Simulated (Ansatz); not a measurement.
**CH₃FO₂Si: a ladder of functionals and wavefunction methods**

One table from this session's results is given with a row withheld; the runs are named, their logs left out.

The runs use Ansatz 0.2.0, Gaussian basis; functionals in def2-TZVPP, the program's frozen cores in correlated methods.

Plan: LDA (SPW92), PBE-D4, revPBE-D4, BLYP-D4, r2SCAN-D4, B97M-V, PBE0-D4, B3LYP-D4, r2SCANh-D4, r2SCAN0-D4, HSE06-D4, BHLYP-D4, CAM-B3LYP-D4, LC-ωPBE, ωB97X-V, ωB97M-V, B2PLYP, PBE-QIDH; CCSD(T)/def2-SVP; CCSD(T)/def2-TZVPP; MP2/def2-QZVPP; extrapolation to the limit; RPA on PBE.

## The geometry

The geometry comes from an earlier relaxation with PBE0-D4 in a triple-zeta def2 set; it is a stationary point, not always the lowest conformer.

SMILES `O=CO[SiH2]F`, 8 atoms, charge 0, spin multiplicity 1.

Atoms are counted from 1 here; the program's logs count them from 0.

Bond lengths: O1–C2 1.193 Å, C2–O3 1.341 Å, C2–H6 1.099 Å, O3–Si4 1.674 Å, Si4–F5 1.586 Å, Si4–H7 1.473 Å, Si4–H8 1.473 Å. Angles: O1–C2–O3 124.5°, O1–C2–H6 124.7°, O3–C2–H6 110.8°, C2–O3–Si4 121.0°, O3–Si4–F5 109.4°, O3–Si4–H7 111.0°, O3–Si4–H8 103.9°, F5–Si4–H7 109.6°, F5–Si4–H8 108.5°, H7–Si4–H8 114.2°.

The first run:

Input file in.yaml:

```yaml
crystal:
  periodic: [false, false, false]
  atoms:
    - {symbol: O, position_ang: [-0.238248, 0.192772, 1.877505]}
    - {symbol: C, position_ang: [-0.611849, 0.913668, 1.003139]}
    - {symbol: O, position_ang: [-0.403688, 0.694460, -0.303056]}
    - {symbol: Si, position_ang: [0.484188, -0.625745, -0.824204]}
    - {symbol: F, position_ang: [-0.351419, -1.952278, -0.583502]}
    - {symbol: H, position_ang: [-1.172130, 1.846146, 1.157712]}
    - {symbol: H, position_ang: [1.767850, -0.713236, -0.107747]}
    - {symbol: H, position_ang: [0.617297, -0.412888, -2.275647]}
basis:
  gaussian: {orbitals: def2-TZVPP}
hamiltonian: {xc: lda}
output: {orbitals: {seedname: orbitals}}
```

Command:

```console
ansatz run in.yaml --threads 2 --pin off --events-out ev --progress --plain --max-ram 4352MiB
```

Steps of the session up to this table: LDA; PBE-D4 (GGA); revPBE-D4 (GGA); BLYP-D4 (GGA); r2SCAN-D4 (meta-GGA); B97M-V (meta-GGA); PBE0-D4 (hybrid); B3LYP-D4 (hybrid); r2SCANh-D4 (hybrid); r2SCAN0-D4 (hybrid); HSE06-D4 (hybrid); BHLYP-D4 (hybrid); CAM-B3LYP-D4 (range-separated); LC-ωPBE (range-separated); ωB97X-V (range-separated); ωB97M-V (range-separated); B2PLYP (double hybrid); PBE-QIDH (double hybrid).

One of the session's tables, all rows but one given; the rest of the session is left out.

It belongs to the step «Frontier levels by functional». 

| functional | HOMO (eV) | gap (eV) |
| --- | --- | --- |
| LDA (SPW92) | -7.31 | 5.15 |
| PBE-D4 | -7.11 | 5.26 |
| revPBE-D4 | -7.03 | 5.29 |
| BLYP-D4 | -7.03 | 5.28 |
| r2SCAN-D4 | -7.46 | 5.89 |
| B97M-V | -7.61 | 6.11 |
| PBE0-D4 | -8.79 | 8.09 |
| B3LYP-D4 | -8.54 | 7.55 |
| r2SCANh-D4 | -8.10 | 6.95 |
| r2SCAN0-D4 | -9.06 | 8.53 |
| HSE06-D4 | -8.38 | 7.29 |
| BHLYP-D4 | -10.46 | 10.94 |
| CAM-B3LYP-D4 | ? | ? |
| LC-ωPBE | -11.61 | 13.36 |
| ωB97X-V | -11.29 | 12.95 |
| ωB97M-V | -11.24 | 12.73 |

Q: Estimate the row for CAM-B3LYP-D4 from the others.

**Answer.** HOMO (eV): -10.30; gap (eV): 10.76. In the column «HOMO (eV)» it lies between BHLYP-D4 (-10.46) and r2SCAN0-D4 (-9.06).
